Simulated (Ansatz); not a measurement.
The first iterations of a band of a periodic cell of 22 atoms, BH₃C₁₈ (surface graphene monolayer, adsorbate BH3).

These are results of DFT PBEsol, scalar-relativistic, plane waves, PAW in Ansatz 0.2.0, not measurements. Settings: PAW set soft_1, cutoff 420 eV, k mesh 2x2x1, fermi-dirac smearing 0.05 eV, no spin polarisation.

| Quantity | Value |
| --- | --- |
| movable images | 5 |
| climbing image | yes |
| spring | 2.0 eV/Å² |
| optimiser | quadratic models (default) |
| start path | IDPP |
| force threshold | 0.05 eV/Å |
| iteration limit | 54 |
| end points | relaxed |

Initial state:

```xyz
22
Lattice="7.3980 0.0000 0.0000 -3.6990 6.4069 0.0000 0.0000 0.0000 13.0000" Properties=species:S:1:pos:R:3
C -0.140 -0.054 0.879
C 1.099 0.661 0.957
C -1.368 2.085 0.846
C -0.134 2.798 0.849
C -2.601 4.220 0.846
C -1.366 4.932 0.848
C 2.337 -0.054 0.878
C 3.566 0.660 0.849
C 1.098 2.091 0.878
C 2.332 2.798 0.849
C -0.132 4.222 0.838
C 1.099 4.932 0.841
C 4.797 -0.054 0.839
C 6.030 0.660 0.849
C 3.565 2.085 0.847
C 4.798 2.797 0.841
C 2.329 4.222 0.839
C 3.564 4.932 0.849
B 1.095 0.659 3.163
H 2.132 1.259 3.305
H 0.056 1.257 3.303
H 1.096 -0.540 3.303
```

Final state:

```xyz
22
Lattice="7.3980 0.0000 0.0000 -3.6990 6.4069 0.0000 0.0000 0.0000 13.0000" Properties=species:S:1:pos:R:3
C -0.088 -0.051 1.000
C 1.195 0.681 1.225
C -1.304 2.118 1.290
C -0.028 2.820 0.910
C -2.536 4.228 0.858
C -1.274 4.950 0.871
C 2.438 -0.053 0.942
C 3.642 0.665 0.888
C 1.162 2.126 0.925
C 2.404 2.815 0.812
C -0.049 4.238 0.805
C 1.178 4.948 0.772
C 4.874 -0.038 0.839
C 6.100 0.650 0.987
C 3.634 2.116 0.872
C 4.836 2.830 0.913
C 2.406 4.234 0.772
C 3.638 4.931 0.830
B 0.632 0.306 2.690
H -1.313 2.164 2.408
H -0.016 1.104 3.305
H 1.031 -0.703 3.202
```

| iteration | highest image above the first end (eV) | largest band force component (eV/Å) |
| --- | --- | --- |
| 1 | 4.601 | 3.739 |
| 2 | 3.412 | 2.141 |
| 3 | 2.799 | 2.738 |
| 4 | 2.475 | 1.663 |
| 5 | 1.995 | 1.600 |

Does the band converge within its limit, and where does its top end?

The forces met the threshold. It ended after 16 iterations with the highest image 2.280 eV above the first end. The profile has 2 maxima (images 2, 5) with wells between them (image 3): this band takes more than one step, which may be the mechanism or a detour left from its start path. Neighbouring images differ by up to 2.1 eV, so the band resolves the path poorly. By the program's own check the climbing image is of a kind that is not told: the force calls were inconclusive, a negative curvature could not be distinguished from the path's own, the only one lies far off the path, or fixed occupations may fill a level only in part (lowest curvatures found: -5.90 and 0.36 eV/Å²). Limits of this set-up: coarse k mesh, slab without dipole correction, PAW files made for another functional.

The run took 14 min on 1 thread of Arm Neoverse V2, on a shared host, peak memory 1.1 GiB.
